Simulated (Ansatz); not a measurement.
CrBr2:

```
Br Cr
1.0
     3.74467   -1.83106    0.00000
     3.74467    1.83106    0.00000
    -0.72685    0.00000    6.46595
Br Cr
2 1
Cartesian
  2.0956 0.0000 4.9579
  4.6669 0.0000 1.5080
  0.0000 0.0000 0.0000
```

The cell is a database's computed one.

* Program: Ansatz 0.2.0
* Task: relaxation of cell and atoms
* Functional: PBE
* Dispersion: D3(BJ)
* Potentials or basis: Ansatz PAW
* Cutoff: 420 eV (not typed: the program's choice for these potentials)
* k mesh: 8 × 8 × 4
* Occupations: fermi-dirac, width 0.05 eV
* Spin: collinear spin, ferromagnetic start
* Starting moments: [0.0, 0.0, 3.0] μB

At the start: volume 29.56 Å³/atom.

How do energy, volume and symmetry change on relaxing?

It ends after 8 steps and the volume is 26.09 Å³/atom (-11.7 %); space group C2/m (No. 12, to 0.05 Å); moment 4.00 μB per cell.

Step by step:
```tsv
step	energy change (eV)	largest force (eV/Å)	volume (Å³)
1	0.0000	0.1355	88.67
2	-0.0431	0.0616	81.27
3	-0.0520	0.0121	78.17
4	-0.0534	0.0413	78.39
5	-0.0538	0.0152	78.42
6	-0.0540	0.0108	78.20
7	-0.0541	0.0008	78.28
8	-0.0527	0.0013	78.28
```

Final structure:
```xyz
3
Lattice="3.5258 -1.8107 0.0481 3.5258 1.8107 0.0481 -0.6012 0.0000 6.1226" Properties=species:S:1:pos:R:3 pbc="T T T"
Br    2.0257    0.0000    4.6533
Br    4.4247    0.0000    1.5655
Cr    0.0000    0.0000    0.0000
```

Caveat: the plane-wave basis is chosen anew once the cell has moved, so the energies of steps on either side of that aren't comparable.
